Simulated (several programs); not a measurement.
# Many methods on one cell: Sr2C (antifluorite)

Sr2C built on the antifluorite prototype, relaxed with r2SCAN in Ansatz, was computed with several methods. The symmetry is Fm-3m (No. 225, cubic); conventional cell a = 6.720 Å, 25.29 Å³ an atom. C has 8 Sr at 2.91 Å; Sr has 4 C at 2.91 Å. No spin polarisation and no zero-point or thermal motion; the cell was built from a prototype and may be hypothetical.

```cif
data_structure
_symmetry_space_group_name_H-M 'Fm-3m'
_symmetry_Int_Tables_number 225
_cell_length_a 6.7203
_cell_length_b 6.7203
_cell_length_c 6.7203
_cell_angle_alpha 90.000
_cell_angle_beta 90.000
_cell_angle_gamma 90.000
_cell_volume 303.50
loop_
_atom_site_label
_atom_site_type_symbol
_atom_site_symmetry_multiplicity
_atom_site_Wyckoff_symbol
_atom_site_fract_x
_atom_site_fract_y
_atom_site_fract_z
_atom_site_occupancy
C1 C 4 a 0.00000 0.00000 0.00000 1
Sr1 Sr 8 c 0.25000 0.75000 0.75000 1
```

Gaps and times are for a single point on this cell; volume and bulk modulus come from each method's own relaxation or energy curve at fixed shape. Times are rough, from shared hosts (AMD EPYC 7B13; Arm Neoverse V1), and each method has its own mesh and cell size. PM6 (MOPAC), PM7 (MOPAC) treat a cluster of cells at its zone centre, which samples few k points: where these miss a band edge, the gap comes out too large for that reason alone. Gaps from k meshes are read at a limited set of points (mesh, symmetry points, PBE's band edges), so each method's own least gap may be somewhat smaller. xTB and the PM methods were fitted mostly to molecules, and can miss a solid's gap by electronvolts. Minimal bases can be far off for gaps. Times of the plane-wave ladder aren't listed, since it ran on unlike processors and cards. d marks a direct gap, i an indirect one (no mark: not told apart), a dash a value that wasn't computed or didn't pass its checks.

```json
{"method": "PBEsol", "kind": "semilocal", "gap (eV)": "–", "own volume (Å³/atom)": "24.16", "bulk modulus (GPa)": "–", "atoms computed": "3", "processor time": "–"}
{"method": "light PBE (260 eV and a coarse mesh)", "kind": "light plane-wave", "gap (eV)": "overlap 0.11", "own volume (Å³/atom)": "–", "bulk modulus (GPa)": "–", "atoms computed": "3", "processor time": "0.77 s"}
{"method": "LDA", "kind": "semilocal", "gap (eV)": "overlap 0.12", "own volume (Å³/atom)": "23.04", "bulk modulus (GPa)": "–", "atoms computed": "3", "processor time": "–"}
{"method": "PBE", "kind": "semilocal", "gap (eV)": "overlap 0.11", "own volume (Å³/atom)": "25.52", "bulk modulus (GPa)": "34", "atoms computed": "3", "processor time": "–"}
{"method": "PM6 (MOPAC)", "kind": "semi-empirical", "gap (eV)": "4.14", "own volume (Å³/atom)": "–", "bulk modulus (GPa)": "–", "atoms computed": "cluster", "processor time": "3.8 s"}
{"method": "r2SCAN", "kind": "semilocal", "gap (eV)": "0.07 d", "own volume (Å³/atom)": "25.29", "bulk modulus (GPa)": "38", "atoms computed": "3", "processor time": "–"}
{"method": "PBE+SOC", "kind": "semilocal", "gap (eV)": "overlap 0.08", "own volume (Å³/atom)": "–", "bulk modulus (GPa)": "–", "atoms computed": "3", "processor time": "–"}
{"method": "PBE/SZV (CP2K)", "kind": "small basis", "gap (eV)": "overlap 0.19", "own volume (Å³/atom)": "–", "bulk modulus (GPa)": "–", "atoms computed": "3", "processor time": "9.1 s"}
{"method": "PBE/DZVP (CP2K)", "kind": "small basis", "gap (eV)": "0", "own volume (Å³/atom)": "25.91", "bulk modulus (GPa)": "39", "atoms computed": "3", "processor time": "20 s"}
{"method": "PM7 (MOPAC)", "kind": "semi-empirical", "gap (eV)": "6.47", "own volume (Å³/atom)": "–", "bulk modulus (GPa)": "–", "atoms computed": "cluster", "processor time": "25 s"}
{"method": "HSE06", "kind": "hybrid", "gap (eV)": "0.35 i", "own volume (Å³/atom)": "25.43", "bulk modulus (GPa)": "–", "atoms computed": "3", "processor time": "–"}
{"method": "PBE0", "kind": "hybrid", "gap (eV)": "0.96 i", "own volume (Å³/atom)": "–", "bulk modulus (GPa)": "–", "atoms computed": "3", "processor time": "–"}
{"method": "PBE/single zeta (GPAW)", "kind": "small basis", "gap (eV)": "0", "own volume (Å³/atom)": "–", "bulk modulus (GPa)": "–", "atoms computed": "3", "processor time": "60 s"}
{"method": "HSE06+SOC", "kind": "hybrid", "gap (eV)": "0.32 i", "own volume (Å³/atom)": "–", "bulk modulus (GPa)": "–", "atoms computed": "3", "processor time": "–"}
```

Against HSE06 (0.35 eV) and with closed or daggered gaps left aside, the nearest gap at the points sampled is that of HSE06+SOC (-0.03 eV) and the farthest that of PM7 (MOPAC) (+6.12 eV). HSE06 is only a yardstick of convenience, and nearness to it can be luck.

Volumes against r2SCAN's: PBEsol -4.5 %, LDA -8.9 %, PBE +0.9 %, PBE/DZVP (CP2K) +2.4 %, HSE06 +0.5 %.

Runs without a result: GFN2-xTB (tblite) (single point).

With PBE the bands overlap or touch, or nearly. Semilocal functionals can close a real gap, so this doesn't show a metal; small gaps of other methods may in turn close between the points read or with spin-orbit coupling, and the solid may be a semimetal.

Only the rows marked +SOC include spin-orbit coupling.
